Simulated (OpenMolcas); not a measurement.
**[GeH5]− (SMILES [H][Ge-]([H])([H])([H])[H]) at 6 levels**

Wanted: a comparison of 6 runs (HF/STO-3G, B3LYP/6-31G*, BHLYP/def2-TZVPP, M06-2X/def2-TZVPP, M06-L/def2-TZVPP, MP2/def2-TZVPP) of [GeH5]−. 

The results are computed with OpenMolcas 26.06.

### Step 1. Starting point

[GeH5]− has 6 atoms, charge -1, and is taken as a singlet. SMILES: `[H][Ge-]([H])([H])([H])[H]`. The shape comes from GFN2-xTB, which is rough for such elements, and wasn't checked as a minimum.

Bond lengths: Ge1–H2 1.762 Å, Ge1–H3 1.782 Å, Ge1–H4 1.515 Å, Ge1–H5 1.514 Å, Ge1–H6 1.514 Å. Angles: H2–Ge1–H3 179.8°, H2–Ge1–H4 90.4°, H2–Ge1–H5 90.0°, H2–Ge1–H6 90.3°, H3–Ge1–H4 89.6°, H3–Ge1–H5 89.8°, H3–Ge1–H6 89.8°, H4–Ge1–H5 120.0°, H4–Ge1–H6 120.0°, H5–Ge1–H6 120.0°.

### Step 2. Energy and forces at HF/STO-3G (run 1)

File mol.input:

```
* GeH5 Hartree-Fock
>>> EXPORT MOLCAS_PRINT=2

&GATEWAY
  BasLib = $CurrDir
  Coord
  6
  angstrom
  Ge       0.000170      -0.001050       0.006590
  H       -0.023480      -0.005740       1.768690
  H        0.022000       0.009450      -1.774870
  H        1.514900       0.010990       0.015670
  H       -0.767040       1.304120       0.000050
  H       -0.746540      -1.317780      -0.016130
  Basis = STO-3G
  Group = NoSym

&SEWARD

&SCF
  Charge = -1
  Thresholds = 1e-10 1e-07 1e-07 1e-05
  PrOrbitals = 1

&ALASKA
```

The basis set STO-3G is read from a file made from the Basis Set Exchange's data (not shown).

Command:

```console
$ export MOLCAS_MEM=1860
$ pymolcas mol.input > mol.log
```

Standard output:

```text
--- Start Module: gateway ---
[...]
--- Stop Module: gateway /rc=_RC_ALL_IS_WELL_ ---
[...]
      Basis functions           23
[...]
--- Start Module: scf ---
[...]
       Convergence after  11 Iterations
[...]
::    Total SCF energy                              -2054.3649199884
[...]
      Total spin, S                                     0.0000000000
[...]
      Total electronic charge=   38.000000
      Total            charge=   -1.000000
[...]
      Dipole Moment (debye):
      Origin of the operator (angstrom)=    0.0002   -0.0010    0.0061
                   X=  2.4585E-03               Y= -1.5843E-02               Z=  1.4257E-01           Total=  1.4347E-01
      Center of Charge (angstrom)
[...]
--- Stop Module: scf /rc=_RC_ALL_IS_WELL_ ---
--- Start Module: alaska ---
[...]
 *              Molecular gradients               *
 **************************************************
  Irreducible representation: a
 ------------------------------------------------------------------------------------------
                              X                       Y                       Z
 ------------------------------------------------------------------------------------------
  GE1              -5.82977761129401E-05   -6.29370172040931E-04    3.77972113815540E-03
  H2               -9.01909847677795E-04    3.31008085626934E-04    4.08652292545231E-02
  H3                6.73644509692248E-04    2.83850377548009E-04   -4.26823277030630E-02
  H4                1.91183295493849E-02    2.30906404690798E-04   -8.45606181595931E-04
  H5               -9.48146272689110E-03    1.61619729940918E-02   -1.81048329914536E-04
  H6               -9.35030370840106E-03   -1.63783676899172E-02   -9.35968178101737E-04
 ------------------------------------------------------------------------------------------
--- Stop Module: alaska /rc=_RC_ALL_IS_WELL_ ---
[...]
```

Run time: 1.7 s. Hardware: 1 thread of Arm Neoverse V2, shared host; peak memory 0.37 GiB.

### Step 3. Energy and forces at B3LYP/6-31G(d) (spherical functions) (run 2)

File coord.xyz:

```xyz
6

Ge     0.000170    -0.001050     0.006590
H     -0.023480    -0.005740     1.768690
H      0.022000     0.009450    -1.774870
H      1.514900     0.010990     0.015670
H     -0.767040     1.304120     0.000050
H     -0.746540    -1.317780    -0.016130
```

File job.input:

```
* GeH5 Kohn-Sham DFT

&GATEWAY
  BASLIB
  $CurrDir
  COORD
  coord.xyz
  BASIS
  6-31Gs
  GROUP
  NoSym

&SEWARD
  GRIDINPUT
  Grid=UltraFine
  End of Grid

&SCF
  CHARGE
  -1
  KSDFT
  B3LYP
  THRESHOLDS
  1e-10 1e-07 1e-07 1e-05
  PRORBITALS
  1 2

&ALASKA
```

The basis set 6-31G* is read from a file made from the Basis Set Exchange's data (not shown).

Command:

```console
$ export MOLCAS_MEM=1860
$ pymolcas job.input > job.log
```

Standard output:

```text
--- Start Module: gateway ---
[...]
--- Stop Module: gateway /rc=_RC_ALL_IS_WELL_ ---
[...]
      Basis functions           42
[...]
--- Start Module: scf ---
[...]
       Convergence after  13 Iterations
[...]
::    Total KS-DFT energy                           -2079.6838703094
[...]
      Total spin, S                                     0.0000000000
[...]
      Total electronic charge=   38.000000
      Total            charge=   -1.000000
[...]
      Dipole Moment (debye):
      Origin of the operator (angstrom)=    0.0002   -0.0010    0.0061
                   X=  1.2530E-05               Y= -1.1461E-02               Z=  1.3500E-01           Total=  1.3548E-01
      Center of Charge (angstrom)
[...]
--- Stop Module: scf /rc=_RC_ALL_IS_WELL_ ---
[...]
--- Start Module: alaska ---
[...]
 *              Molecular gradients               *
 **************************************************
  Irreducible representation: a
 ------------------------------------------------------------------------------------------
                              X                       Y                       Z
 ------------------------------------------------------------------------------------------
  GE1              -1.85900919462684E-04   -3.17595558425345E-04    1.72085173806655E-03
  H2               -1.94424376853644E-04    2.66389931657322E-04   -7.47967687996454E-04
  H3                8.42864670554735E-05    4.07338902196595E-05   -6.49880507827660E-04
  H4               -2.17217940325236E-02   -1.25363413745715E-04   -5.53357717088879E-04
  H5                1.11805792415383E-02   -1.90220071973890E-02    1.52560895439052E-04
  H6                1.08372536202590E-02    1.91578423476821E-02    7.77932794099323E-05
 ------------------------------------------------------------------------------------------
--- Stop Module: alaska /rc=_RC_ALL_IS_WELL_ ---
[...]
```

It took 9.9 s on 1 thread of Arm Neoverse V2, shared host; peak memory 0.38 GiB.

Run 3 isn't shown in full; the table further down has it.

### Step 4. Energy and forces at M06-2X/def2-TZVPP (run 4)

File run.inp:

```
* GeH5 Kohn-Sham DFT
&gateway
baslib=$CurrDir
coord
6
angstrom
Ge       0.000170      -0.001050       0.006590
H       -0.023480      -0.005740       1.768690
H        0.022000       0.009450      -1.774870
H        1.514900       0.010990       0.015670
H       -0.767040       1.304120       0.000050
H       -0.746540      -1.317780      -0.016130
basis=def2-TZVPP
group=NoSym
&seward
gridinput
Grid=UltraFine
End of Grid
&scf
charge=-1
ksdft=M062X
thresholds=1e-10 1e-07 1e-07 1e-05
prorbitals=1 1
&alaska
```

The basis set def2-TZVPP is read from a file made from the Basis Set Exchange's data (not shown).

Command:

```console
$ export MOLCAS_MEM=1860
$ pymolcas run.inp > run.log
```

Standard output:

```text
--- Start Module: gateway ---
[...]
--- Stop Module: gateway /rc=_RC_ALL_IS_WELL_ ---
[...]
      Basis functions          118
[...]
--- Start Module: scf ---
[...]
       Convergence after  16 Iterations
[...]
::    Total KS-DFT energy                           -2079.9203629537
[...]
      Total spin, S                                     0.0000000000
[...]
      Total electronic charge=   38.000000
      Total            charge=   -1.000000
[...]
      Dipole Moment (debye):
      Origin of the operator (angstrom)=    0.0002   -0.0010    0.0061
                   X=  3.2828E-04               Y= -1.2523E-02               Z=  1.4747E-01           Total=  1.4800E-01
      Center of Charge (angstrom)
[...]
--- Stop Module: scf /rc=_RC_ALL_IS_WELL_ ---
[...]
--- Start Module: alaska ---
[...]
 *              Molecular gradients               *
 **************************************************
  Irreducible representation: a
 ------------------------------------------------------------------------------------------
                              X                       Y                       Z
 ------------------------------------------------------------------------------------------
  GE1              -1.92697436796422E-04   -3.17396595740930E-04    1.38294027436822E-03
  H2               -1.95231957216227E-04    2.46466950490373E-04   -3.86191029937422E-04
  H3                7.15358927161347E-05    3.80570207062225E-05   -8.81068205956570E-04
  H4               -1.93037301290442E-02   -1.15550790940007E-04   -4.46272274307910E-04
  H5                9.99240040515659E-03   -1.69643638621571E-02    2.00907122482091E-04
  H6                9.62772322518735E-03    1.71127872776093E-02    1.29684113398851E-04
 ------------------------------------------------------------------------------------------
--- Stop Module: alaska /rc=_RC_ALL_IS_WELL_ ---
[...]
```

Run time: 67 s. Hardware: 1 thread of Arm Neoverse V2, shared host; peak memory 0.74 GiB.

Run 5 isn't shown in full; the table further down has it.

### Step 5. The energy at MP2/def2-TZVPP (run 6)

File struct.xyz:

```xyz
6

Ge     0.000170    -0.001050     0.006590
H     -0.023480    -0.005740     1.768690
H      0.022000     0.009450    -1.774870
H      1.514900     0.010990     0.015670
H     -0.767040     1.304120     0.000050
H     -0.746540    -1.317780    -0.016130
```

File calc.input:

```
&GATEWAY
  BASLIB=$CurrDir
  COORD=struct.xyz
  BASIS=def2-TZVPP
  GROUP=NoSym

&SEWARD

&SCF
  CHARGE=-1
  THRESHOLDS=1e-10 1e-07 1e-07 1e-05
  PRORBITALS=1 1

&MBPT2
  FROZEN=9
```

The basis set def2-TZVPP is read from a file made from the Basis Set Exchange's data (not shown).

Command:

```console
$ export MOLCAS_MEM=1860
$ pymolcas calc.input > calc.log
```

Standard output:

```text
--- Start Module: gateway ---
[...]
--- Stop Module: gateway /rc=_RC_ALL_IS_WELL_ ---
[...]
      Basis functions          118
[...]
--- Start Module: scf ---
[...]
       Convergence after  14 Iterations
[...]
::    Total SCF energy                              -2078.1754291212
[...]
      Total spin, S                                     0.0000000000
[...]
      Total electronic charge=   38.000000
      Total            charge=   -1.000000
[...]
      Dipole Moment (debye):
      Origin of the operator (angstrom)=    0.0002   -0.0010    0.0061
                   X=  3.3777E-04               Y= -1.3333E-02               Z=  1.5545E-01           Total=  1.5602E-01
      Center of Charge (angstrom)
[...]
--- Stop Module: scf /rc=_RC_ALL_IS_WELL_ ---
[...]
--- Start Module: mbpt2 ---
[...]
WARNING!
Default frozen orbitals as non valence orbitals is overwritten by user input.
Default values:  14
[...]
       Reference weight ( Cref**2 )         =        0.91285
::    Total MBPT2 energy                            -2078.4910757070
[...]
      Total MBPT2 calculations                           0.62      0.69
--- Stop Module: mbpt2 /rc=_RC_ALL_IS_WELL_ ---
[...]
```

It took 15 s on 1 thread of Arm Neoverse V2, shared host; peak memory 0.74 GiB.

### Step 6. The series

```
run                               level  integration grid      task   energy (Eh)  HOMO energy (eV)  LUMO energy (eV)  HOMO–LUMO gap (eV)  wall time
  1                           HF/STO-3G                 –  gradient  -2054.364920              2.45             21.51               19.05      1.7 s
  2  B3LYP/6-31G* (spherical functions)         UltraFine  gradient  -2079.683870              1.10              7.19                6.09      9.9 s
  3                    BHLYP/def2-TZVPP         UltraFine  gradient  -2079.905013             -0.60              6.51                7.10       46 s
  4                   M06-2X/def2-TZVPP         UltraFine  gradient  -2079.920363             -0.65              6.69                7.34       67 s
  5                    M06-L/def2-TZVPP         UltraFine  gradient  -2079.884481              1.14              5.62                4.48       68 s
  6                      MP2/def2-TZVPP                 –    energy  -2078.491076             -2.21              8.63               10.84       15 s
```

### Step 7. What came out

| quantity | value |
| --- | --- |
| run 6: total energy | -2078.49108 Eh |
| run 6: HOMO energy (Hartree–Fock orbitals) | -2.21 eV |
| run 6: LUMO energy (Hartree–Fock orbitals) | 8.63 eV |
| run 6: HOMO–LUMO gap (to an unbound level, set by the basis) | 10.84 eV |
| run 6: correlation energy (9 core orbitals frozen) | -315.6 mEh |

In words: Over runs 1, 2, 3, 4, 5 the HOMO–LUMO gap runs from 4.48 eV (M06-L/def2-TZVPP) to 19.05 eV (HF/STO-3G). The two ends differ in method and basis. The empty levels of an anion lie above zero and hang on the basis. Totals of different functionals can't be ranked against each other. In runs 1, 2, 5 the HOMO lies above zero, so the outermost electron may be held by the basis alone. In run 1 the basis is minimal, so the values are rough. All runs together took 3.5 min, the longest 68 s.
